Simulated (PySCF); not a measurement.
# TiH3⁺ with other numerical set-ups

The method stays; parts of the set-up, such as the basis or the Hamiltonian, are changed.

Program: PySCF 2.14.0. Level of theory: each script names its method and basis. These are calculated values, not measurements.

## (1) Starting geometry

TiH3⁺: 4 atoms, charge 1, spin multiplicity 1.

Bond lengths: Ti1–H2 1.670 Å, Ti1–H3 1.670 Å, Ti1–H4 1.670 Å. Angles: H2–Ti1–H3 67.1°, H2–Ti1–H4 67.1°, H3–Ti1–H4 67.1°.

Coordinates:

```xyz
4

Ti    0.0000    0.0000   -0.0762
H     1.0659    0.0000    1.2094
H    -0.5329    0.9231    1.2094
H    -0.5329   -0.9231    1.2094
```

## (2) Base script

Contents of input.py:

```python
from pyscf import gto, scf

mol = gto.M(
    atom='Ti 0 0 -0.0762; H 1.0659 0 1.2094; H -0.5329 0.9231 1.2094; H -0.5329 -0.9231 1.2094',
    basis='6-31g*',
    charge=1,
    spin=0,
    verbose=4,
)
mf = scf.RHF(mol)
mf = mf.density_fit(auxbasis='def2-universal-jkfit')
mf.kernel()
mf.stability(internal=True, external=True)
mf.dip_moment()
print('orbital energies (hartree):', mf.mo_energy[..., max(0, mol.nelec[1]-3):mol.nelec[0]+3].round(4))
```

Launch:

```console
python input.py
```

Its log is not repeated here.

In short: E(SCF) = -849.655531 Eh, 11 cycles, internal stable; real -> complex stable; RHF/RKS -> UHF/UKS unstable.

The dipole of an ion depends on the origin.

## (3) 6-31g

Run 1 changes basis set: 6-31g* → 6-31g.

Contents of input.py:

```python
from pyscf import gto, scf

mol = gto.M(
    atom='Ti 0 0 -0.0762; H 1.0659 0 1.2094; H -0.5329 0.9231 1.2094; H -0.5329 -0.9231 1.2094',
    basis='6-31g',
    charge=1,
    spin=0,
    verbose=4,
)
mf = scf.RHF(mol)
mf = mf.density_fit(auxbasis='def2-universal-jkfit')
mf.kernel()
mf.stability(internal=True, external=True)
mf.dip_moment()
print('orbital energies (hartree):', mf.mo_energy[..., max(0, mol.nelec[1]-3):mol.nelec[0]+3].round(4))
```

Launch:

```console
python input.py
```

## (4) Cc-pvdz

Run 2 changes basis set: 6-31g* → cc-pvdz.

Changes to input.py since step 2:

```diff
@@ -4,3 +4,3 @@
     atom='Ti 0 0 -0.0762; H 1.0659 0 1.2094; H -0.5329 0.9231 1.2094; H -0.5329 -0.9231 1.2094',
-    basis='6-31g*',
+    basis='cc-pvdz',
     charge=1,
```

Before running it: what results should come out? Wanted: for each run, E(SCF); from base; gap; after the SCF.

**Answer**, as computed:

```csv
run,E(SCF) (hartree),from base (eV),cycles,gap (eV),functions,after the SCF
base,-849.655531,0,11,11.67,40,unstable: RHF/RKS -> UHF/UKS
6-31g,-849.650938,+0.1250,11,11.69,33,unstable: RHF/RKS -> UHF/UKS
cc-pvdz,-849.743271,-2.3875,11,11.63,58,unstable: RHF/RKS -> UHF/UKS
```

The largest comparable shift of the SCF energy, -2.388 eV, comes with the run “cc-pvdz”. 6-31g (33 functions) gives an energy 0.12 eV higher than 6-31g* (40). cc-pvdz (58 functions) gives an energy 2.39 eV lower than 6-31g* (40).
